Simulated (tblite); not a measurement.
# C24H16B4N4: the cost of one run

Programs: tblite 0.8.0 and PySCF 2.14.0, with routines of our own; each step states its level. All values are computed. Atoms count from 0.

## Step 1: The system as given

48 atoms, charge 0, multiplicity 1; geometry from: force field, distance geometry or constructed start.

## Step 2: Optimising the geometry with GFN2-xTB

What the job is given:

```
{"job": {"kind": "relax", "xc": "GFN2-xTB", "basis": "xTB"}, "charge": 0, "multiplicity": 1}
C      3.457500     0.626500    -0.001600
C      2.210900     1.345900    -0.006900
C      0.980900     0.626000     0.001000
C      0.975000    -0.797300    -0.006200
C      2.213100    -1.517900     0.003400
C      3.449300    -0.802200    -0.002600
N     -1.501000    -3.660000    -0.003300
B     -2.736100    -2.944000     0.001500
N     -3.975200    -3.663800    -0.000400
B     -3.980700    -5.092500     0.001600
N     -2.741600    -5.807900    -0.002100
B     -1.503600    -5.093700    -0.000000
C     -0.266100    -1.516000     0.005000
B     -0.260500    -2.947300    -0.002700
C      0.973500    -3.656600     0.000200
C      2.212200    -2.946100     0.006300
C     -0.262300     1.345200     0.000900
C     -1.502200     0.624900    -0.001000
C     -1.501700    -0.799900     0.002500
N     -2.736700    -1.515800     0.002700
C      4.688700     2.777100     0.001500
C      3.451700     3.489800    -0.000200
C      2.217500     2.777900     0.006600
C      4.686800     1.339000    -0.001500
C      0.976200     4.920900     0.000900
C     -0.268800     5.632400     0.002500
C     -1.500400     4.920600    -0.000700
C     -1.501700     3.488900     0.001200
C     -0.262100     2.773700    -0.002000
C      0.976800     3.488700     0.003400
C     -2.735900     2.773900    -0.001100
C     -2.741400     1.344600     0.000200
H      4.464800    -1.386600    -0.001900
H     -4.876500    -3.143000     0.003700
H     -4.990000    -5.674900    -0.003300
H     -2.739000    -6.844500    -0.002900
H     -0.488700    -5.676600    -0.004100
H      0.976600    -4.699200    -0.002600
H      3.228500    -3.535600    -0.000100
H     -3.645000    -0.993300     0.001200
H      5.591500     3.291000     0.003800
H      3.458500     4.652700     0.003700
H      5.709100     0.759300    -0.003600
H      1.879000     5.437800    -0.001800
H     -0.266400     6.805000     0.002400
H     -2.403700     5.439900    -0.003400
H     -3.637800     3.293400    -0.000600
H     -3.753100     0.760900     0.002300
```

Started as:

```
$ OMP_NUM_THREADS=2 python large_run.py task.json out
```

The driver reads the jobs from task.json and runs them one after another.

Q: Estimate the wall time and peak memory of this first job on 2 threads of Intel Xeon at 2.50GHz, shared host.

About 8.8 s, with a peak of 0.16 GiB.
